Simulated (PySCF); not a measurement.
**C2H4Cl2Ga2: NMR shifts at several levels of theory**

Aim: compute the NMR shifts of C2H4Cl2Ga2 (`C#[C][GaH-]1[Cl+][GaH2-][Cl+]1`) at several levels, and see how far they spread and what each costs.

Computed with PySCF 2.14.0, with density-fitted response routines of our own, on a single molecule in the gas phase. Atoms count from 0, in the outputs and in this text.

## (1) The molecule as given

10 atoms, charge 0, multiplicity 1; geometry from: GFN2-xTB.

Bonds of the start (Å): C0–C1 1.21, C1–Ga2 1.95, Ga2–Cl3 2.29, Cl3–Ga4 2.27, Ga4–Cl5 2.27, Cl5–Ga2 2.29, C0–H6 1.06, Ga2–H7 1.54, Ga4–H8 1.55, Ga4–H9 1.55.

## (2) Relaxing the molecule at PBE0-D3(BJ)/def2-SVP

The job: settings as JSON, then the geometry in Å.

```
{"job": {"xc": "PBE0", "basis": "def2-SVP", "d3": "d3bj", "grid": 1, "kind": "geom"}, "charge": 0, "multiplicity": 1}
C      3.158818    -0.324907     0.107287
C      2.109235     0.255317    -0.040459
Ga     0.379942     1.116047    -0.286848
Cl    -0.827972    -0.022182    -1.867982
Ga    -2.265971    -0.778900    -0.277697
Cl    -1.095208     0.366333     1.299463
H      4.082675    -0.819782     0.234615
H      0.190042     2.634268    -0.491764
H     -2.068232    -2.300113    -0.077845
H     -3.654446    -0.121428    -0.474138
```

The program printed:

```text
step   0  E = -4847.04439617  max force = 0.032011
step   1  E = -4847.05126547  max force = 0.006327
step   2  E = -4847.05175333  max force = 0.004447
step   3  E = -4847.05200501  max force = 0.001258
step   4  E = -4847.05202704  max force = 0.001002
step   5  E = -4847.05206017  max force = 0.000288
step   6  E = -4847.05206262  max force = 0.000262
optimisation converged
```

Wall time 1.7 min (1 thread, shared host).

The steps of the relaxation:

```csv
step,energy from step 0 (eV),largest force component (eV/Å)
0,0.0000,1.6461
1,-0.1869,0.3253
2,-0.2002,0.2287
3,-0.2070,0.0647
4,-0.2076,0.0515
5,-0.2085,0.0148
6,-0.2086,0.0135
```

Close pairs (by a distance rule), those that changed most:

```csv
bond,before (Å),after (Å),change (Å)
Ga4–Cl5,2.274,2.382,+0.108
Cl3–Ga4,2.274,2.380,+0.106
Ga2–Cl3,2.292,2.363,+0.071
Ga2–Cl5,2.292,2.360,+0.068
C1–Ga2,1.947,1.905,-0.043
C0–H6,1.056,1.076,+0.020
C0–C1,1.208,1.218,+0.010
Ga4–H8,1.547,1.553,+0.006
```

The final coordinates are the input of the step that follows.

```csv
at the end point,value
point group (found at 0.08 Å tolerance),Cs
"rotational constants (GHz, main isotopes)","1.714, 0.708, 0.624"
dipole moment (D),0.42
```

## (3) Shielding tensors: KT2/pcSseg-1

The job: settings as JSON, then the geometry in Å.

```
{"job": {"kind": "nmr", "xc": "KT2", "basis": "pcSseg-1", "pop": false}, "charge": 0, "multiplicity": 1}
C      3.074869    -0.428527     0.170834
C      2.039985     0.189948    -0.004117
Ga     0.435647     1.174698    -0.293728
Cl    -0.766756     0.001258    -1.955357
Ga    -2.298524    -0.786538    -0.313028
Cl    -1.107276     0.448985     1.338068
H      3.988217    -0.976382     0.325126
H      0.219048     2.689152    -0.519054
H     -1.949255    -2.280303    -0.071784
H     -3.624095    -0.012395    -0.551975
```

Level: GIAO KT2/pcSseg-1 NMR shielding, non-relativistic, gas phase.

The program printed:

```text
coarse grid: 47712 points
cycle   1  E = -4872.7072926473  dE = -6.412e-01  |g| = 1.128e+00  |ddm| = 3.246e+00
cycle   2  E = -4872.4465837354  dE =  2.607e-01  |g| = 1.678e+00  |ddm| = 2.017e+00
cycle   3  E = -4872.8557829710  dE = -4.092e-01  |g| = 1.254e-01  |ddm| = 1.409e+00
cycle   4  E = -4872.8582983969  dE = -2.515e-03  |g| = 7.720e-02  |ddm| = 2.108e-01
cycle   5  E = -4872.8593871229  dE = -1.089e-03  |g| = 4.701e-02  |ddm| = 8.100e-02
cycle   6  E = -4872.8599736844  dE = -5.866e-04  |g| = 8.742e-03  |ddm| = 3.758e-02
cycle   7  E = -4872.8599899233  dE = -1.624e-05  |g| = 1.863e-03  |ddm| = 7.983e-03
cycle   8  E = -4872.8599905399  dE = -6.167e-07  |g| = 6.280e-04  |ddm| = 2.095e-03
final grid: 93976 points
cycle   9  E = -4872.8598189955  dE = -6.754e-08  |g| = 9.289e-04  |ddm| = 2.034e-03
cycle  10  E = -4872.8598187720  dE =  2.235e-07  |g| = 1.536e-03  |ddm| = 1.809e-03
cycle  11  E = -4872.8598191024  dE = -3.304e-07  |g| = 3.254e-04  |ddm| = 1.138e-03
cycle  12  E = -4872.8598191281  dE = -2.577e-08  |g| = 7.748e-05  |ddm| = 2.455e-04
cycle  13  E = -4872.8598191295  dE = -1.382e-09  |g| = 6.535e-06  |ddm| = 5.880e-05
cycle  14  E = -4872.8598191295  dE = -1.637e-11  |g| = 1.592e-06  |ddm| = 9.777e-06
converged SCF energy = -4872.8598191295

GIAO shielding tensors (ppm)
atom      isotropic    diamagn.    paramagn.     s11        s22        s33       span
  0 C       89.358     259.310    -169.952     10.590     11.696    245.788    235.198
  1 C       97.636     261.632    -163.997      2.912      4.542    285.454    282.542
  2 Ga    1499.961    2640.624   -1140.664   1363.032   1375.422   1761.427    398.395
  3 Cl     890.880    1151.196    -260.316    714.859    938.881   1018.899    304.041
  4 Ga    1439.826    2640.576   -1200.750   1259.205   1322.579   1737.695    478.491
  5 Cl     891.435    1151.424    -259.989    715.179    940.228   1018.897    303.718
  6 H       28.597      32.510      -3.913     23.281     23.499     39.012     15.731
  7 H       25.926      26.384      -0.458     19.636     20.266     37.876     18.240
  8 H       25.587      27.275      -1.689     19.806     20.406     36.548     16.742
  9 H       25.636      26.886      -1.250     19.932     20.080     36.897     16.966
```

It took 35 s on 1 thread, shared host.

The references, computed at this level on geometries of the same kind, shield at (ppm): 1H TMS 31.18, 13C TMS 183.2, 71Ga GaH4- 1714, 35Cl HCl 943. Their shielding less the atom's gives the shift. The references are single molecules in the gas phase. Shifts against hydride references such as AlH4− lie on their own scale. Atoms listed in one row are averaged.

```csv
atoms,environment,σ (ppm),δ (ppm)
C0,terminal alkyne carbon,89.4,93.9
C1,alkyne carbon,97.6,85.6
H8,"hydrogen on a Ga bonded to 2 Cl, in a 4-membered ring",25.59,5.59
H9,"hydrogen on a Ga bonded to 2 Cl, in a 4-membered ring",25.64,5.54
H7,"hydrogen on a Ga bonded to C, 2 Cl, in a 4-membered ring",25.93,5.25
H6,hydrogen on a terminal alkyne carbon,28.60,2.58
Ga4,"Ga bonded to 2 Cl, 2 H, in a 4-membered ring",1440,274
Ga2,"Ga bonded to C, 2 Cl, H, in a 4-membered ring",1500,214
"Cl3, Cl5","chlorine bonded to 2 Ga, in a 4-membered ring",891,52
```

## (4) Nuclear shieldings: KT3/pcSseg-1

Same as in step 3 but for these lines:

```diff
@@ -1,2 +1,2 @@
-{"job": {"kind": "nmr", "xc": "KT2", "basis": "pcSseg-1", "pop": false}, "charge": 0, "multiplicity": 1}
+{"job": {"kind": "nmr", "xc": "KT3", "basis": "pcSseg-1", "pop": false}, "charge": 0, "multiplicity": 1}
 C      3.074869    -0.428527     0.170834
```

Method: GIAO KT3/pcSseg-1 NMR shielding, non-relativistic, gas phase.

The program printed:

```text
coarse grid: 47712 points
cycle   1  E = -4870.8843704882  dE = -6.648e-01  |g| = 1.066e+00  |ddm| = 3.294e+00
cycle   2  E = -4870.6582954477  dE =  2.261e-01  |g| = 1.554e+00  |ddm| = 2.012e+00
cycle   3  E = -4871.0310069512  dE = -3.727e-01  |g| = 1.219e-01  |ddm| = 1.364e+00
cycle   4  E = -4871.0336725414  dE = -2.666e-03  |g| = 5.205e-02  |ddm| = 1.760e-01
cycle   5  E = -4871.0339143980  dE = -2.419e-04  |g| = 4.100e-02  |ddm| = 6.174e-02
cycle   6  E = -4871.0343497275  dE = -4.353e-04  |g| = 8.715e-03  |ddm| = 3.199e-02
cycle   7  E = -4871.0343675081  dE = -1.778e-05  |g| = 1.845e-03  |ddm| = 7.709e-03
cycle   8  E = -4871.0343680575  dE = -5.494e-07  |g| = 5.123e-04  |ddm| = 1.929e-03
final grid: 93976 points
cycle   9  E = -4871.0342005784  dE = -8.486e-08  |g| = 7.286e-04  |ddm| = 2.045e-03
cycle  10  E = -4871.0342004221  dE =  1.563e-07  |g| = 1.213e-03  |ddm| = 1.541e-03
cycle  11  E = -4871.0342006371  dE = -2.150e-07  |g| = 3.744e-04  |ddm| = 9.667e-04
cycle  12  E = -4871.0342006740  dE = -3.690e-08  |g| = 6.293e-05  |ddm| = 2.696e-04
cycle  13  E = -4871.0342006749  dE = -8.840e-10  |g| = 4.782e-06  |ddm| = 5.421e-05
converged SCF energy = -4871.0342006749

GIAO shielding tensors (ppm)
atom      isotropic    diamagn.    paramagn.     s11        s22        s33       span
  0 C       92.329     257.895    -165.566     12.846     13.732    250.411    237.565
  1 C       99.636     262.254    -162.618      5.747      6.883    286.277    280.530
  2 Ga    1529.297    2639.966   -1110.669   1395.582   1396.711   1795.599    400.016
  3 Cl     902.354    1151.502    -249.148    734.792    951.638   1020.632    285.840
  4 Ga    1474.520    2640.088   -1165.567   1300.400   1345.562   1777.598    477.198
  5 Cl     902.865    1151.735    -248.870    735.112    952.804   1020.679    285.567
  6 H       28.891      33.156      -4.266     23.517     23.717     39.438     15.921
  7 H       26.437      26.669      -0.232     20.132     20.763     38.415     18.283
  8 H       26.109      27.614      -1.505     20.301     20.907     37.120     16.818
  9 H       26.159      27.146      -0.987     20.427     20.574     37.477     17.051
```

It took 34 s on 1 thread, shared host.

Key values: δ C0 90.0, C1 82.7, Ga4 227, Ga2 173, H8 5.21, H9 5.16 ppm.

## (5) NMR shieldings: B97-D/pcSseg-1

Same as in step 4 but for these lines:

```diff
@@ -1,2 +1,2 @@
-{"job": {"kind": "nmr", "xc": "KT3", "basis": "pcSseg-1", "pop": false}, "charge": 0, "multiplicity": 1}
+{"job": {"kind": "nmr", "xc": "B97-D", "basis": "pcSseg-1", "pop": false}, "charge": 0, "multiplicity": 1}
 C      3.074869    -0.428527     0.170834
```

Method: GIAO B97-D/pcSseg-1 NMR shielding, non-relativistic, gas phase.

The program printed:

```text
coarse grid: 47712 points
cycle   1  E = -4850.0419943717  dE = -6.392e-01  |g| = 1.390e+00  |ddm| = 3.334e+00
cycle   2  E = -4849.7024051857  dE =  3.396e-01  |g| = 2.019e+00  |ddm| = 2.311e+00
cycle   3  E = -4850.2382292117  dE = -5.358e-01  |g| = 1.562e-01  |ddm| = 1.649e+00
cycle   4  E = -4850.2404165042  dE = -2.187e-03  |g| = 1.214e-01  |ddm| = 2.559e-01
cycle   5  E = -4850.2436128143  dE = -3.196e-03  |g| = 5.722e-02  |ddm| = 1.094e-01
cycle   6  E = -4850.2444780721  dE = -8.653e-04  |g| = 9.356e-03  |ddm| = 4.672e-02
cycle   7  E = -4850.2444946274  dE = -1.656e-05  |g| = 2.471e-03  |ddm| = 8.054e-03
cycle   8  E = -4850.2444955618  dE = -9.345e-07  |g| = 7.871e-04  |ddm| = 2.410e-03
final grid: 93976 points
cycle   9  E = -4850.2443929184  dE = -8.641e-08  |g| = 1.163e-03  |ddm| = 2.403e-03
cycle  10  E = -4850.2443926689  dE =  2.495e-07  |g| = 1.886e-03  |ddm| = 2.071e-03
cycle  11  E = -4850.2443930890  dE = -4.201e-07  |g| = 1.077e-04  |ddm| = 1.237e-03
cycle  12  E = -4850.2443930905  dE = -1.535e-09  |g| = 1.554e-05  |ddm| = 8.539e-05
cycle  13  E = -4850.2443930905  dE =  2.728e-11  |g| = 1.826e-05  |ddm| = 2.604e-05
converged SCF energy = -4850.2443930905

GIAO shielding tensors (ppm)
atom      isotropic    diamagn.    paramagn.     s11        s22        s33       span
  0 C       84.844     259.273    -174.428      2.512      3.300    248.721    246.208
  1 C       91.077     260.727    -169.649     -6.853     -5.903    285.988    292.841
  2 Ga    1472.750    2638.254   -1165.504   1331.016   1340.925   1746.310    415.294
  3 Cl     884.115    1150.639    -266.524    702.913    940.152   1009.279    306.366
  4 Ga    1417.160    2637.979   -1220.819   1236.241   1288.958   1726.282    490.041
  5 Cl     884.670    1150.910    -266.240    703.255    941.427   1009.327    306.071
  6 H       29.136      32.590      -3.454     23.928     24.124     39.356     15.429
  7 H       26.216      26.723      -0.507     19.939     20.532     38.177     18.238
  8 H       25.872      27.536      -1.665     20.087     20.651     36.877     16.790
  9 H       25.920      27.027      -1.107     20.207     20.319     37.234     17.028
```

Run time: 34 s. Hardware: 1 thread, shared host.

In short: δ C0 94.3, C1 88.1, Ga4 254, Ga2 199, H8 5.54, H9 5.49 ppm.

## (6) Nuclear shieldings: B3LYP/pcSseg-1

Same as in step 5 but for these lines:

```diff
@@ -1,2 +1,2 @@
-{"job": {"kind": "nmr", "xc": "B97-D", "basis": "pcSseg-1", "pop": false}, "charge": 0, "multiplicity": 1}
+{"job": {"kind": "nmr", "xc": "B3LYP", "basis": "pcSseg-1", "pop": false}, "charge": 0, "multiplicity": 1}
 C      3.074869    -0.428527     0.170834
```

Level: GIAO B3LYP/pcSseg-1 NMR shielding, non-relativistic, gas phase.

The program printed:

```text
coarse grid: 47712 points
cycle   1  E = -4848.2683274822  dE = -6.379e-01  |g| = 1.547e+00  |ddm| = 3.303e+00
cycle   2  E = -4848.0866363929  dE =  1.817e-01  |g| = 1.929e+00  |ddm| = 2.070e+00
cycle   3  E = -4848.4813139673  dE = -3.947e-01  |g| = 9.749e-02  |ddm| = 1.312e+00
cycle   4  E = -4848.4825428383  dE = -1.229e-03  |g| = 3.388e-02  |ddm| = 1.046e-01
cycle   5  E = -4848.4827360328  dE = -1.932e-04  |g| = 1.811e-02  |ddm| = 3.492e-02
cycle   6  E = -4848.4828104143  dE = -7.438e-05  |g| = 5.065e-03  |ddm| = 1.389e-02
cycle   7  E = -4848.4828162982  dE = -5.884e-06  |g| = 1.109e-03  |ddm| = 3.689e-03
final grid: 93976 points
cycle   8  E = -4848.4826975212  dE =  2.416e-07  |g| = 1.705e-03  |ddm| = 2.322e-03
cycle   9  E = -4848.4826956781  dE =  1.843e-06  |g| = 3.317e-03  |ddm| = 3.023e-03
cycle  10  E = -4848.4826979192  dE = -2.241e-06  |g| = 6.862e-04  |ddm| = 2.241e-03
cycle  11  E = -4848.4826980154  dE = -9.619e-08  |g| = 4.373e-05  |ddm| = 4.120e-04
cycle  12  E = -4848.4826980158  dE = -4.038e-10  |g| = 4.272e-06  |ddm| = 3.923e-05
converged SCF energy = -4848.4826980158

GIAO shielding tensors (ppm)
atom      isotropic    diamagn.    paramagn.     s11        s22        s33       span
  0 C       77.613     260.427    -182.814     -8.302     -7.588    248.729    257.031
  1 C       86.223     261.638    -175.415    -15.669    -14.937    289.277    304.946
  2 Ga    1491.008    2635.523   -1144.514   1347.481   1360.281   1765.263    417.782
  3 Cl     902.940    1149.889    -246.949    723.161    958.087   1027.571    304.410
  4 Ga    1439.999    2635.535   -1195.537   1254.571   1311.209   1754.217    499.646
  5 Cl     903.454    1150.147    -246.693    723.480    959.331   1027.551    304.071
  6 H       29.123      32.183      -3.060     23.901     24.093     39.373     15.472
  7 H       26.334      26.657      -0.322     19.987     20.601     38.415     18.428
  8 H       25.985      27.473      -1.488     20.122     20.715     37.118     16.996
  9 H       26.035      27.010      -0.976     20.250     20.369     37.485     17.234
```

Wall time 29 s (1 thread, shared host).

This run: δ C0 101.6, C1 93.0, Ga4 251, Ga2 200, H8 5.40, H9 5.35 ppm.

## (7) NMR shieldings: PBE0/pcSseg-1

Same as in step 6 but for these lines:

```diff
@@ -1,2 +1,2 @@
-{"job": {"kind": "nmr", "xc": "B3LYP", "basis": "pcSseg-1", "pop": false}, "charge": 0, "multiplicity": 1}
+{"job": {"kind": "nmr", "xc": "PBE0", "basis": "pcSseg-1", "pop": false}, "charge": 0, "multiplicity": 1}
 C      3.074869    -0.428527     0.170834
```

Method: GIAO PBE0/pcSseg-1 NMR shielding, non-relativistic, gas phase.

The program printed:

```text
coarse grid: 47712 points
cycle   1  E = -4847.2404942559  dE = -6.710e-01  |g| = 1.429e+00  |ddm| = 3.286e+00
cycle   2  E = -4847.1263368991  dE =  1.142e-01  |g| = 1.695e+00  |ddm| = 1.830e+00
cycle   3  E = -4847.4204818244  dE = -2.941e-01  |g| = 8.485e-02  |ddm| = 1.106e+00
cycle   4  E = -4847.4212821246  dE = -8.003e-04  |g| = 1.809e-02  |ddm| = 6.741e-02
cycle   5  E = -4847.4213466969  dE = -6.457e-05  |g| = 5.842e-03  |ddm| = 2.025e-02
cycle   6  E = -4847.4213495178  dE = -2.821e-06  |g| = 3.688e-03  |ddm| = 5.602e-03
cycle   7  E = -4847.4213527131  dE = -3.195e-06  |g| = 9.467e-04  |ddm| = 2.658e-03
final grid: 93976 points
cycle   8  E = -4847.4212465403  dE =  6.660e-07  |g| = 1.929e-03  |ddm| = 1.995e-03
cycle   9  E = -4847.4212425289  dE =  4.011e-06  |g| = 4.401e-03  |ddm| = 3.938e-03
cycle  10  E = -4847.4212474407  dE = -4.912e-06  |g| = 2.938e-04  |ddm| = 2.783e-03
cycle  11  E = -4847.4212474507  dE = -1.002e-08  |g| = 1.690e-05  |ddm| = 1.702e-04
cycle  12  E = -4847.4212474507  dE = -6.003e-11  |g| = 3.360e-06  |ddm| = 1.861e-05
converged SCF energy = -4847.4212474507

GIAO shielding tensors (ppm)
atom      isotropic    diamagn.    paramagn.     s11        s22        s33       span
  0 C       79.915     261.074    -181.159     -5.646     -4.989    250.379    256.025
  1 C       91.238     263.097    -171.859     -8.339     -7.795    289.849    298.188
  2 Ga    1513.731    2635.165   -1121.434   1369.095   1379.072   1793.026    423.931
  3 Cl     923.086    1149.418    -226.332    756.204    973.187   1039.867    283.664
  4 Ga    1462.939    2635.736   -1172.797   1274.952   1328.590   1785.276    510.324
  5 Cl     923.555    1149.657    -226.103    756.476    974.376   1039.813    283.337
  6 H       28.923      31.968      -3.046     23.588     23.774     39.406     15.818
  7 H       26.277      26.269       0.008     19.903     20.528     38.402     18.499
  8 H       25.921      27.194      -1.273     20.020     20.623     37.120     17.100
  9 H       25.971      26.762      -0.791     20.153     20.276     37.484     17.331
```

It took 30 s on 1 thread, shared host.

This run: δ C0 104.5, C1 93.2, Ga4 247, Ga2 196, H8 5.35, H9 5.30 ppm.

## (8) NMR shieldings: mPW1PW91/pcSseg-1

Same as in step 7 but for these lines:

```diff
@@ -1,2 +1,2 @@
-{"job": {"kind": "nmr", "xc": "PBE0", "basis": "pcSseg-1", "pop": false}, "charge": 0, "multiplicity": 1}
+{"job": {"kind": "nmr", "xc": "mPW1PW91", "basis": "pcSseg-1", "pop": false}, "charge": 0, "multiplicity": 1}
 C      3.074869    -0.428527     0.170834
```

Level: GIAO mPW1PW91/pcSseg-1 NMR shielding, non-relativistic, gas phase.

The program printed:

```text
coarse grid: 47712 points
cycle   1  E = -4848.4894074092  dE = -6.683e-01  |g| = 1.413e+00  |ddm| = 3.282e+00
cycle   2  E = -4848.3763557284  dE =  1.131e-01  |g| = 1.680e+00  |ddm| = 1.826e+00
cycle   3  E = -4848.6677324229  dE = -2.914e-01  |g| = 8.379e-02  |ddm| = 1.101e+00
cycle   4  E = -4848.6685062674  dE = -7.738e-04  |g| = 1.813e-02  |ddm| = 6.636e-02
cycle   5  E = -4848.6685738404  dE = -6.757e-05  |g| = 4.652e-03  |ddm| = 1.993e-02
cycle   6  E = -4848.6685761432  dE = -2.303e-06  |g| = 2.209e-03  |ddm| = 4.028e-03
final grid: 93976 points
cycle   7  E = -4848.6684527508  dE =  3.239e-06  |g| = 4.360e-03  |ddm| = 4.065e-03
cycle   8  E = -4848.6684343062  dE =  1.844e-05  |g| = 9.669e-03  |ddm| = 8.416e-03
cycle   9  E = -4848.6684569525  dE = -2.265e-05  |g| = 7.369e-04  |ddm| = 6.061e-03
cycle  10  E = -4848.6684570373  dE = -8.479e-08  |g| = 5.863e-05  |ddm| = 4.532e-04
cycle  11  E = -4848.6684570380  dE = -6.330e-10  |g| = 2.739e-06  |ddm| = 4.957e-05
converged SCF energy = -4848.6684570380

GIAO shielding tensors (ppm)
atom      isotropic    diamagn.    paramagn.     s11        s22        s33       span
  0 C       79.486     260.755    -181.268     -6.405     -5.776    250.640    257.045
  1 C       90.853     263.108    -172.256     -8.938     -8.420    289.916    298.854
  2 Ga    1510.964    2635.321   -1124.357   1366.133   1375.637   1791.122    424.990
  3 Cl     921.047    1149.635    -228.588    753.914    971.814   1037.413    283.500
  4 Ga    1459.434    2635.883   -1176.449   1271.305   1323.633   1783.364    512.059
  5 Cl     921.519    1149.886    -228.367    754.193    972.997   1037.367    283.174
  6 H       28.977      32.084      -3.107     23.652     23.833     39.445     15.792
  7 H       26.342      26.318       0.024     19.970     20.594     38.462     18.492
  8 H       25.991      27.248      -1.257     20.092     20.693     37.188     17.096
  9 H       26.041      26.799      -0.758     20.226     20.345     37.552     17.326
```

Run time: 29 s. Hardware: 1 thread, shared host.

Key values: δ C0 104.1, C1 92.7, Ga4 244, Ga2 192, H8 5.33, H9 5.28 ppm.

## (9) Run by run: NMR shifts

Shifts (ppm) of some atoms, chosen among heavy atoms and hydrogens apart, means over like atoms, with basis size and wall time:

```csv
run,C0,C1,H8,H9,Ga4,Ga2,Cl3,functions,time
KT2/pcSseg-1,93.9,85.6,5.59,5.54,274,214,52,184,35 s
KT3/pcSseg-1,90.0,82.7,5.21,5.16,227,173,32,184,34 s
B97-D/pcSseg-1,94.3,88.1,5.54,5.49,254,199,41,184,34 s
B3LYP/pcSseg-1,101.6,93.0,5.40,5.35,251,200,27,184,29 s
PBE0/pcSseg-1,104.5,93.2,5.35,5.30,247,196,20,184,30 s
mPW1PW91/pcSseg-1,104.1,92.7,5.33,5.28,244,192,18,184,29 s
```

## (10) What came out

```
                                                               quantity                       value
                                                            point group                          Cs
                                   rotational constants (main isotopes)        1.71, 0.71, 0.62 GHz
                                  13C shifts against TMS (KT2/pcSseg-1)              93.9, 85.6 ppm
                                   1H shifts against TMS (KT2/pcSseg-1)  5.59, 5.54, 5.25, 2.58 ppm
                               71Ga shifts against GaH4- (KT2/pcSseg-1)                274, 214 ppm
35Cl shifts against HCl (KT2/pcSseg-1, means over atoms taken as alike)                      52 ppm
                                              range of the shift of Ga4              227 to 274 ppm
```

In words: Single values in the summary come from the first run of each kind that ended normally (KT2/pcSseg-1), which need not be the best level. The optimisation took 6 steps and gained 0.209 eV; among the close pairs (by a distance rule), Ga4–Cl5 changed most, from 2.274 to 2.382 Å. At KT2/pcSseg-1: Shielding is most anisotropic at Ga4 (span 478 ppm, paramagnetic term -1201 ppm). Across the 6 runs the shift of Ga4 moves most, between 227 (KT3/pcSseg-1) and 274 ppm (KT2/pcSseg-1). Spin-orbit coupling is left out, which matters for shieldings and couplings at and beside the heavy atoms.
